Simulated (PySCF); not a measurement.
# Ge2H7PSe: the cost of one run

Programs: PySCF 2.14.0, with density-fitted response routines of our own. Each step states its level of theory. These are calculated values for one molecule in the gas phase, unless marked as measured. Atoms count from 0, in the outputs and in this text.

### Step 1. The molecule as given

11 atoms, charge 0, multiplicity 1; geometry from: GFN2-xTB. The atoms were then displaced at random by about 0.01 Å, so the start is not that level's minimum.

Bonds of the start (Å): P0–Ge1 2.30, Ge1–Se2 2.39, Se2–Ge3 2.28, P0–H4 1.42, P0–H5 1.39, Ge1–H6 1.52, Ge1–H7 1.52, Ge3–H8 1.54, Ge3–H9 1.49, Ge3–H10 1.49.

### Step 2. Optimising the geometry at PBE0-D3(BJ)/def2-SVP

Job settings and geometry (Å):

```
{"job": {"xc": "PBE0", "basis": "def2-SVP", "d3": "d3bj", "grid": 1, "shake": 0.01, "kind": "geom"}, "charge": 0, "multiplicity": 1}
P      2.279950     1.004500    -0.616340
Ge     1.244980    -0.958830    -0.012210
Se    -0.538550    -0.861000     1.572990
Ge    -2.026710     0.147590     0.173890
H      1.034990     1.655030    -0.842130
H      2.319010     1.471030     0.694720
H      0.727620    -1.696810    -1.230780
H      2.261070    -1.912660     0.606230
H     -3.414320     0.009770     0.821350
H     -2.066130    -0.495100    -1.175240
H     -1.783800     1.610660    -0.008150
```

On the command line:

```bash
$ OMP_NUM_THREADS=1 python probes_run.py task.json out
```

This one command runs all jobs of the session in turn.

**Question.** How long does this first job take on 1 thread of Arm Neoverse V2, shared host, and how much memory does it need?

About 100 s, with a peak of 0.71 GiB.
